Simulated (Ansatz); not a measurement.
# CH5MgNS: the cost of one run

Program: Ansatz 0.2.0. Level of theory: RKS B3LYP/6-31G. These are calculated values, not measurements.

## (1) The system as given

Bond lengths: C1–S2 1.748 Å, S2–Mg3 2.441 Å, Mg3–N4 2.027 Å, C1–H5 1.123 Å, C1–H6 1.158 Å, C1–H7 1.138 Å, N4–H8 1.067 Å, N4–H9 1.109 Å. Angles: C1–S2–Mg3 91.2°, S2–C1–H5 113.3°, S2–C1–H6 111.8°, S2–C1–H7 111.2°, H5–C1–H6 107.4°, H5–C1–H7 107.8°, H6–C1–H7 104.8°, S2–Mg3–N4 176.7°, Mg3–N4–H8 105.1°, Mg3–N4–H9 108.4°, H8–N4–H9 103.1°.

Coordinates:

```xyz
9

C     0.4501    1.1798   -1.5414
S     1.8630    0.4399   -0.8254
Mg    0.4825   -0.7456    0.8016
N    -0.5674   -1.7526    2.2128
H    -0.2845    0.4333   -1.9480
H    -0.1163    1.8463   -0.7827
H     0.7379    1.8828   -2.3888
H    -1.2998   -2.3080    1.6716
H    -1.1770   -1.0221    2.7832
```

## (2) Relaxing end A

Contents of input.yaml:

```yaml
crystal:
  periodic: [false, false, false]
  atoms:
    - { symbol: C, position_ang: [0.4501, 1.1798, -1.5414] }
    - { symbol: S, position_ang: [1.863, 0.4399, -0.8254] }
    - { symbol: Mg, position_ang: [0.4825, -0.7456, 0.8016] }
    - { symbol: "N", position_ang: [-0.5674, -1.7526, 2.2128] }
    - { symbol: H, position_ang: [-0.2845, 0.4333, -1.948] }
    - { symbol: H, position_ang: [-0.1163, 1.8463, -0.7827] }
    - { symbol: H, position_ang: [0.7379, 1.8828, -2.3888] }
    - { symbol: H, position_ang: [-1.2998, -2.308, 1.6716] }
    - { symbol: H, position_ang: [-1.177, -1.0221, 2.7832] }
basis:
  gaussian: { orbitals: "6-31G" }
hamiltonian:
  xc: b3lyp
relax:
  f_tol: 0.015
  max_steps: 40
```

On the command line:

```sh
$ ansatz run input.yaml --threads 1 --pin off --max-ram 2048MiB --backend cpu --events-out ev --progress --plain --runs-dir out
```

Q: Estimate wall time and peak memory on 1 thread of Arm Neoverse V2, shared host.

About 41 s, with a peak of 0.15 GiB.
